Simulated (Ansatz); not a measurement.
**Li: energy and pressure over a range of volumes**

Aim: scale the cell of Li up and down at fixed shape and fractional positions, and get the equilibrium volume and bulk modulus with LAPW, PAW and all-electron datasets made for the crystal.

Computed with Ansatz 0.2.0 (DFT PBEsol, scalar-relativistic, unless a step's input says otherwise).

### Step 1. The system as given

Symmetry: Im-3m, No. 229, cubic system. The conventional cell has a = 3.500 Å, b = 3.500 Å, c = 3.500 Å, α = 90.00°, β = 90.00°, γ = 90.00°. Li (site symmetry m-3m) is surrounded by 8 Li at 3.03 Å.

As a file:

```
Li
1.0
    -1.75000    1.75000    1.75000
     1.75000   -1.75000    1.75000
     1.75000    1.75000   -1.75000
Li
1
Cartesian
  0.0000 0.0000 0.0000
```

### Step 2. Volume × 0.94, LAPW

File input.yaml:

```yaml
crystal:
  lattice:
    - [-1.7142756902, 1.7142756902, 1.7142756902]
    - [1.7142756902, -1.7142756902, 1.7142756902]
    - [1.7142756902, 1.7142756902, -1.7142756902]
  atoms:
    - { symbol: Li, position: [0.0, 0.0, 0.0] }
kpoints:
  mp_grid: { grid: [15, 15, 15] }
  band_path:
    path:
      - [0.0, 0.0, 0.0]
      - [0.5, -0.5, 0.5]
      - [0.0, 0.0, 0.5]
      - [0.0, 0.0, 0.0]
      - [0.25, 0.25, 0.25]
      - [0.5, -0.5, 0.5]
      - [0.25, 0.25, 0.25]
      - [0.0, 0.0, 0.5]
    npoints: 5
scf:
  occupations: { method: fermi_dirac, width: 0.08 }
hamiltonian:
  xc: pbesol
  pseudopotentials: { kind: all_electron, lapw: { basis_error: 0.00025 } }
output:
  forces: true
  stress: true
  eigenvalues: true
```

Launch:

```
ansatz run input.yaml --threads 1 --pin off --max-ram 3072MiB --backend cpu --events-out ev --progress --plain --runs-dir out
```

### Step 3. Volume × 0.94, PAW

File input.yaml:

```yaml
crystal:
  lattice:
    - [-1.7142756902, 1.7142756902, 1.7142756902]
    - [1.7142756902, -1.7142756902, 1.7142756902]
    - [1.7142756902, 1.7142756902, -1.7142756902]
  atoms:
    - { symbol: Li, position: [0.0, 0.0, 0.0] }
kpoints:
  mp_grid: { grid: [15, 15, 15] }
scf:
  occupations: { method: fermi_dirac, width: 0.08 }
hamiltonian:
  xc: pbesol
  pseudopotentials: { kind: paw }
output:
  forces: true
  stress: true
  eigenvalues: true
  efg: { contact_densities: true }
  write_density: true
  write_potential: true
  elf: true
  volumetric_format: npy
```

### Step 4. Volume × 0.94, crystal datasets

Changes to input.yaml since step 3:

```diff
@@ -13,3 +13,3 @@
   xc: pbesol
-  pseudopotentials: { kind: paw }
+  pseudopotentials: { kind: all_electron, datasets: crystal }
 output:
@@ -19,5 +19 @@
   efg: { contact_densities: true }
-  write_density: true
-  write_potential: true
-  elf: true
-  volumetric_format: npy
```

### Step 5. Volume × 0.98, LAPW

File input.yaml:

```yaml
crystal:
  lattice:
    - [-1.7382546797, 1.7382546797, 1.7382546797]
    - [1.7382546797, -1.7382546797, 1.7382546797]
    - [1.7382546797, 1.7382546797, -1.7382546797]
  atoms:
    - { symbol: Li, position: [0.0, 0.0, 0.0] }
kpoints:
  mp_grid: { grid: [15, 15, 15] }
  band_path:
    path:
      - [0.0, 0.0, 0.0]
      - [0.5, -0.5, 0.5]
      - [0.0, 0.0, 0.5]
      - [0.0, 0.0, 0.0]
      - [0.25, 0.25, 0.25]
      - [0.5, -0.5, 0.5]
      - [0.25, 0.25, 0.25]
      - [0.0, 0.0, 0.5]
    npoints: 5
scf:
  occupations: { method: fermi_dirac, width: 0.08 }
hamiltonian:
  xc: pbesol
  pseudopotentials: { kind: all_electron, lapw: { basis_error: 0.00025 } }
output:
  forces: true
  stress: true
  eigenvalues: true
```

### Step 6. Volume × 0.98, PAW

File input.yaml:

```yaml
crystal:
  lattice:
    - [-1.7382546797, 1.7382546797, 1.7382546797]
    - [1.7382546797, -1.7382546797, 1.7382546797]
    - [1.7382546797, 1.7382546797, -1.7382546797]
  atoms:
    - { symbol: Li, position: [0.0, 0.0, 0.0] }
kpoints:
  mp_grid: { grid: [15, 15, 15] }
scf:
  occupations: { method: fermi_dirac, width: 0.08 }
hamiltonian:
  xc: pbesol
  pseudopotentials: { kind: paw }
output:
  forces: true
  stress: true
  eigenvalues: true
  efg: { contact_densities: true }
```

### Step 7. Volume × 0.98, crystal datasets

Changes to input.yaml since step 6:

```diff
@@ -13,3 +13,3 @@
   xc: pbesol
-  pseudopotentials: { kind: paw }
+  pseudopotentials: { kind: all_electron, datasets: crystal }
 output:
```

### Step 8. Volume × 1.01, LAPW

File input.yaml:

```yaml
crystal:
  lattice:
    - [-1.7558139962, 1.7558139962, 1.7558139962]
    - [1.7558139962, -1.7558139962, 1.7558139962]
    - [1.7558139962, 1.7558139962, -1.7558139962]
  atoms:
    - { symbol: Li, position: [0.0, 0.0, 0.0] }
kpoints:
  mp_grid: { grid: [15, 15, 15] }
  band_path:
    path:
      - [0.0, 0.0, 0.0]
      - [0.5, -0.5, 0.5]
      - [0.0, 0.0, 0.5]
      - [0.0, 0.0, 0.0]
      - [0.25, 0.25, 0.25]
      - [0.5, -0.5, 0.5]
      - [0.25, 0.25, 0.25]
      - [0.0, 0.0, 0.5]
    npoints: 5
scf:
  occupations: { method: fermi_dirac, width: 0.08 }
hamiltonian:
  xc: pbesol
  pseudopotentials: { kind: all_electron, lapw: { basis_error: 0.00025 } }
output:
  forces: true
  stress: true
  eigenvalues: true
```

### Step 9. Volume × 1.01, PAW

File input.yaml:

```yaml
crystal:
  lattice:
    - [-1.7558139962, 1.7558139962, 1.7558139962]
    - [1.7558139962, -1.7558139962, 1.7558139962]
    - [1.7558139962, 1.7558139962, -1.7558139962]
  atoms:
    - { symbol: Li, position: [0.0, 0.0, 0.0] }
kpoints:
  mp_grid: { grid: [15, 15, 15] }
scf:
  occupations: { method: fermi_dirac, width: 0.08 }
hamiltonian:
  xc: pbesol
  pseudopotentials: { kind: paw }
output:
  forces: true
  stress: true
  eigenvalues: true
  efg: { contact_densities: true }
```

### Step 10. Volume × 1.01, crystal datasets

Changes to input.yaml since step 9:

```diff
@@ -13,3 +13,3 @@
   xc: pbesol
-  pseudopotentials: { kind: paw }
+  pseudopotentials: { kind: all_electron, datasets: crystal }
 output:
```

### Step 11. Volume × 1.04, LAPW

File input.yaml:

```yaml
crystal:
  lattice:
    - [-1.7730289567, 1.7730289567, 1.7730289567]
    - [1.7730289567, -1.7730289567, 1.7730289567]
    - [1.7730289567, 1.7730289567, -1.7730289567]
  atoms:
    - { symbol: Li, position: [0.0, 0.0, 0.0] }
kpoints:
  mp_grid: { grid: [15, 15, 15] }
  band_path:
    path:
      - [0.0, 0.0, 0.0]
      - [0.5, -0.5, 0.5]
      - [0.0, 0.0, 0.5]
      - [0.0, 0.0, 0.0]
      - [0.25, 0.25, 0.25]
      - [0.5, -0.5, 0.5]
      - [0.25, 0.25, 0.25]
      - [0.0, 0.0, 0.5]
    npoints: 5
scf:
  occupations: { method: fermi_dirac, width: 0.08 }
hamiltonian:
  xc: pbesol
  pseudopotentials: { kind: all_electron, lapw: { basis_error: 0.00025 } }
output:
  forces: true
  stress: true
  eigenvalues: true
```

### Step 12. Volume × 1.04, PAW

File input.yaml:

```yaml
crystal:
  lattice:
    - [-1.7730289567, 1.7730289567, 1.7730289567]
    - [1.7730289567, -1.7730289567, 1.7730289567]
    - [1.7730289567, 1.7730289567, -1.7730289567]
  atoms:
    - { symbol: Li, position: [0.0, 0.0, 0.0] }
kpoints:
  mp_grid: { grid: [15, 15, 15] }
scf:
  occupations: { method: fermi_dirac, width: 0.08 }
hamiltonian:
  xc: pbesol
  pseudopotentials: { kind: paw }
output:
  forces: true
  stress: true
  eigenvalues: true
  efg: { contact_densities: true }
```

### Step 13. Volume × 1.04, crystal datasets

Changes to input.yaml since step 12:

```diff
@@ -13,3 +13,3 @@
   xc: pbesol
-  pseudopotentials: { kind: paw }
+  pseudopotentials: { kind: all_electron, datasets: crystal }
 output:
```

(Steps that only read results are left out.)

Before running it: what results should come out? Wanted: equilibrium volume; bulk modulus (for each run or level that gives them).

**Answer**, as computed:

| quantity | value |
| --- | --- |
| equilibrium volume (LAPW) | 20.247 Å³/atom |
| bulk modulus (LAPW) | 13.6 GPa |
| its pressure derivative (LAPW) | 3.3 |
| equilibrium volume (PAW) | 20.249 Å³/atom |
| bulk modulus (PAW) | 13.6 GPa |
| its pressure derivative (PAW) | 3.3 |
| equilibrium volume (crystal datasets) | 20.246 Å³/atom |
| bulk modulus (crystal datasets) | 13.6 GPa |
| its pressure derivative (crystal datasets) | 3.3 |

**Reading.** A third-order Birch-Murnaghan fit to the LAPW pressures puts zero pressure at 20.25 Å³/atom, -5.6 % from the given cell, with a bulk modulus of 13.6 GPa. PAW's volume lies +0.01 % and its modulus less than 0.1 % from LAPW's. No thermal or zero-point expansion is included.
